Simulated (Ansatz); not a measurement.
# Al: the cost of one run

Computed with Ansatz 0.2.0 (DFT r2SCAN, scalar-relativistic, plane waves, PAW, unless a step's input says otherwise).

2 further runs of the same task are left out: 2 that didn't finish.

## (1) The starting structure

Symmetry: Fm-3m, No. 225, cubic system. Conventional cell: a = 4.048 Å, b = 4.048 Å, c = 4.048 Å, α = 90.00°, β = 90.00°, γ = 90.00°. Al (site symmetry m-3m) has 12 Al at 2.86 Å as nearest neighbours.

As a file:

```
Al
1.0
     0.00000    2.02398    2.02398
     2.02398    0.00000    2.02398
     2.02398    2.02398    0.00000
Al
1
Direct
  0.00000 0.00000 0.00000
```

The cell is taken as given, not relaxed at this level.

## (2) The reference: the undisturbed cell on the scan's mesh

File input.yaml:

```yaml
crystal:
  lattice:
    - [0.0, 2.02398, 2.02398]
    - [2.02398, 0.0, 2.02398]
    - [2.02398, 2.02398, 0.0]
  atoms:
    - { symbol: Al, position: [0.0, 0.0, 0.0] }
basis:
  ecutwfc: 500
kpoints:
  mp_grid: { grid: [22, 22, 22] }
hamiltonian:
  xc: r2scan
scf:
  occupations: { method: gaussian, width: 0.15 }
output:
  forces: true
  stress: true
  eigenvalues: true
  write_density: true
  write_potential: true
  elf: true
  volumetric_format: npy
```

On the command line:

```console
ansatz run input.yaml --threads 1 --pin off --max-ram 2560MiB --backend cpu --events-out ev --progress --plain --runs-dir out
```

Q: Estimate wall time and peak memory on 1 thread of AMD EPYC 7R43 (Zen 3), shared host.

About 8.2 s, with a peak of 0.42 GiB.
